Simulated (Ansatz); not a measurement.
# TiTeW3: the cost of one run

Method: DFT PBE, scalar-relativistic, plane waves, PAW, in Ansatz 0.2.0.

## 1. Starting point

It takes space group P6/mmm (No. 191, hexagonal). Conventional cell: a = 4.385 Å, b = 4.385 Å, c = 6.376 Å, α = 90.00°, β = 90.00°, γ = 120.00°. Around Ti (site symmetry 6/mmm) lie 6 W at 2.19 Å. Te (site symmetry 6/mmm) has 2 Ti at 3.19 Å as nearest neighbours. W (site symmetry mmm) has 4 W at 2.19 Å and 2 Ti at 2.19 Å as nearest neighbours.

Structure file:

```xyz
5
Lattice="4.3846 0.0000 0.0000 -2.1923 3.7972 0.0000 0.0000 0.0000 6.3763" Properties=species:S:1:pos:R:3 pbc="T T T"
Ti    0.0000    0.0000    0.0000
Te    0.0000    0.0000    3.1881
W     2.1923    0.0000    0.0000
W    -1.0962    1.8986    0.0000
W     1.0962    1.8986    0.0000
```

A structure generator made this guess: random cell by space group and Wyckoff sites (P6/mmm, No. 191). The dimensions are guesses.

## 2. A first look at the guess

input.yaml reads:

```yaml
crystal:
  lattice:
    - [4.38463215, 0.0, 0.0]
    - [-2.19231607, 3.79720283, 0.0]
    - [0.0, 0.0, 6.37626085]
  atoms:
    - { symbol: Ti, position: [0.0, 0.0, 0.0] }
    - { symbol: Te, position: [0.0, 0.0, 0.5] }
    - { symbol: W, position: [0.5, 0.0, 0.0] }
    - { symbol: W, position: [0.0, 0.5, 0.0] }
    - { symbol: W, position: [0.5, 0.5, 0.0] }
basis:
  ecutwfc: 420
kpoints:
  mp_grid: { grid: [6, 6, 4] }
hamiltonian:
  xc: pbe
scf:
  occupations: { method: gaussian, width: 0.1 }
  lower_state_search: "off"
output:
  forces: true
  stress: true
  eigenvalues: true
```

The run is started by

```bash
> ansatz run input.yaml --threads 1 --pin off --max-ram 2560MiB --backend cpu --events-out ev --progress --plain --runs-dir out
```

What time and memory should one allow on 1 thread of Arm Neoverse V2, shared host?

About 5 s, with a peak of 0.41 GiB.
